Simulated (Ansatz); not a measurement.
# In2BiSb: how the settings move a single-point run

How sensitive is a single-point run of In2BiSb to its settings? A reference run comes first, then two runs with altered input. The cell is built on a prototype (ordering on zincblende) and needn't be the phase found in nature.

Method: reference: DFT, HSE06, plane waves, PAW, in Ansatz 0.2.0.

1 further run of the same task is left out (it didn't finish).

## (1) The starting structure

Symmetry: P-4m2, No. 115, tetragonal system. Conventional cell: a = 4.713 Å, b = 4.713 Å, c = 6.642 Å, α = 90.00°, β = 90.00°, γ = 90.00°. Sb (site symmetry -4m2) is surrounded by 4 In at 2.86 Å. Around In (site symmetry 2mm) lie 2 Sb at 2.86 Å and 2 Bi at 2.91 Å. Around Bi (site symmetry -4m2) lie 4 In at 2.91 Å.

Structure file:

```cif
data_structure
_symmetry_space_group_name_H-M 'P 1'
_symmetry_Int_Tables_number 1
_cell_length_a 4.7129
_cell_length_b 4.7129
_cell_length_c 6.6420
_cell_angle_alpha 90.000
_cell_angle_beta 90.000
_cell_angle_gamma 90.000
_cell_volume 147.53
loop_
_atom_site_label
_atom_site_type_symbol
_atom_site_fract_x
_atom_site_fract_y
_atom_site_fract_z
_atom_site_occupancy
Sb1 Sb 0.00000 0.00000 0.00000 1
In1 In 0.00000 0.50000 0.75660 1
Bi1 Bi 0.50000 0.50000 0.50000 1
In2 In 0.50000 0.00000 0.24340 1
```

## (2) Baseline

input.yaml

```yaml
crystal:
  lattice:
    - [4.7129019346, 0.0, 0.0]
    - [0.0, 4.7129019346, 0.0]
    - [0.0, 0.0, 6.6420055272]
  atoms:
    - { symbol: Sb, position: [0.0, 0.0, 0.0] }
    - { symbol: In, position: [0.0, 0.5, 0.7566036936] }
    - { symbol: Bi, position: [0.5, 0.5, 0.5] }
    - { symbol: In, position: [0.5, 0.0, 0.2433963064] }
kpoints:
  mp_grid: { grid: [4, 4, 2] }
hamiltonian:
  xc: hse06
scf:
  occupations: { method: fermi_dirac, width: 0.02 }
  n_extra_bands: 5
output:
  forces: true
  stress: true
  eigenvalues: true
```

Started as:

```bash
ansatz run input.yaml --threads 4 --pin off --max-ram 3686MiB --backend cpu --events-out ev --progress --plain --runs-dir out
```

## (3) Variant: ecutfock_ratio 4

Changes to input.yaml since step 2:

```diff
@@ -17,2 +17,3 @@
   n_extra_bands: 5
+  exx: { ecutfock_ratio: 4 }
 output:
```

## (4) Variant: q_mesh [1, 1, 1]

Changes to input.yaml since step 2:

```diff
@@ -17,2 +17,3 @@
   n_extra_bands: 5
+  exx: { q_mesh: [1, 1, 1] }
 output:
```

**Question.** What will these runs give? Wanted: for each run, ending; energy change; pressure; gap; force.

The runs gave:

| run | ending | energy change | pressure (GPa) | gap (eV) | force (eV/Å) | cycles | time |
| --- | --- | --- | --- | --- | --- | --- | --- |
| reference | converged | - | 0.1 | 0.02 | 0.01 | 22 | 57 s |
| 1: ecutfock_ratio 4 | converged | - | 0.1 | 0.02 | 0.01 | 22 | 62 s |
| 2: q_mesh [1, 1, 1] | converged | - | 0.1 | 0.02 | 0.01 | 22 | 58 s |

Residual by cycle in the longest SCF loop of each run; runs are numbered as in the table. The quantity is the density residual dr2, in eV.

```csv
cycle,reference,run 1,run 2
1,0.0122,0.0122,0.0122
2,0.00448,0.00448,0.00448
3,4.6e-4,4.6e-4,4.6e-4
4,1.1e-4,1.1e-4,1.1e-4
5,4.6e-6,4.6e-6,4.6e-6
6,5.1e-7,5.1e-7,5.1e-7
7,8.6e-8,8.6e-8,8.6e-8
8,1.3e-8,1.3e-8,1.3e-8
9,3.5e-9,3.5e-9,3.5e-9
10,1.2e-9,1.2e-9,1.2e-9
11,1.6e-10,1.6e-10,1.6e-10
```

**Reading.** The totals of these runs aren't set against each other here.
